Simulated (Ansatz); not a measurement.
# BF3H3N: how energies converge with the basis set

One table from this session's results is given with a row withheld; the runs are named, their logs left out.

Computed with Ansatz 0.2.0, Gaussian basis. Level: one geometry, several basis sets.

Plan: PBE0-D4/def2-SVP; ωB97M-V/def2-SVP; PBE0-D4/def2-QZVPP; ωB97M-V/def2-QZVPP; the functionals' def2-TZVPP values are taken from earlier runs.

**The relaxed structure**

An earlier PBE0-D4 in a triple-zeta def2 set relaxation fixed the geometry.

SMILES `[NH3+][B-](F)(F)F`, 8 atoms, charge 0, spin multiplicity 1.

Atoms are counted from 1 here; the program's logs count them from 0.

Bond lengths: N1–B2 1.674 Å, N1–H6 1.015 Å, N1–H7 1.015 Å, N1–H8 1.015 Å, B2–F3 1.368 Å, B2–F4 1.368 Å, B2–F5 1.368 Å. Angles: B2–N1–H6 110.1°, B2–N1–H7 110.1°, B2–N1–H8 110.1°, H6–N1–H7 108.9°, H6–N1–H8 108.9°, H7–N1–H8 108.9°, N1–B2–F3 104.1°, N1–B2–F4 104.1°, N1–B2–F5 104.1°, F3–B2–F4 114.2°, F3–B2–F5 114.2°, F4–B2–F5 114.2°.

Set-up of the first run:

File in.yaml:

```yaml
crystal:
  periodic: [false, false, false]
  atoms:
    - {symbol: N, position_ang: [-0.501766, -0.052428, 0.645729]}
    - {symbol: B, position_ang: [0.531490, 0.038731, -0.668134]}
    - {symbol: F, position_ang: [1.521147, -0.860366, -0.378111]}
    - {symbol: F, position_ang: [-0.251359, -0.312147, -1.733944]}
    - {symbol: F, position_ang: [0.943580, 1.343327, -0.679372]}
    - {symbol: H, position_ang: [-1.280323, 0.587330, 0.521957]}
    - {symbol: H, position_ang: [-0.006271, 0.194580, 1.496746]}
    - {symbol: H, position_ang: [-0.864299, -0.996128, 0.739329]}
basis:
  gaussian: {orbitals: def2-SVP}
hamiltonian: {xc: pbe0, dispersion: d4}
output: {orbitals: {seedname: orbitals}}
```

Steps of the session up to this table: PBE0-D4 in def2-SVP; ωB97M-V in def2-SVP; PBE0-D4 in def2-QZVPP; ωB97M-V in def2-QZVPP.

One of the session's tables, all rows but one given; the rest of the session is left out.

It belongs to the step «Functionals by basis». 

| functional | basis | HOMO (eV) | LUMO (eV) |
| --- | --- | --- | --- |
| PBE0-D4 | def2-SVP | -9.82 | 0.45 |
| PBE0-D4 | def2-TZVPP | -10.21 | -0.19 |
| PBE0-D4 | def2-QZVPP | ? | ? |
| ωB97M-V | def2-SVP | -12.36 | 2.05 |
| ωB97M-V | def2-TZVPP | -12.77 | 1.17 |
| ωB97M-V | def2-QZVPP | -12.84 | 0.83 |

Estimate the missing values for PBE0-D4, def2-QZVPP.

The run gave: HOMO (eV): -10.27; LUMO (eV): -0.40. In the column «HOMO (eV)» it lies between ωB97M-V, def2-SVP (-12.36) and PBE0-D4, def2-TZVPP (-10.21).
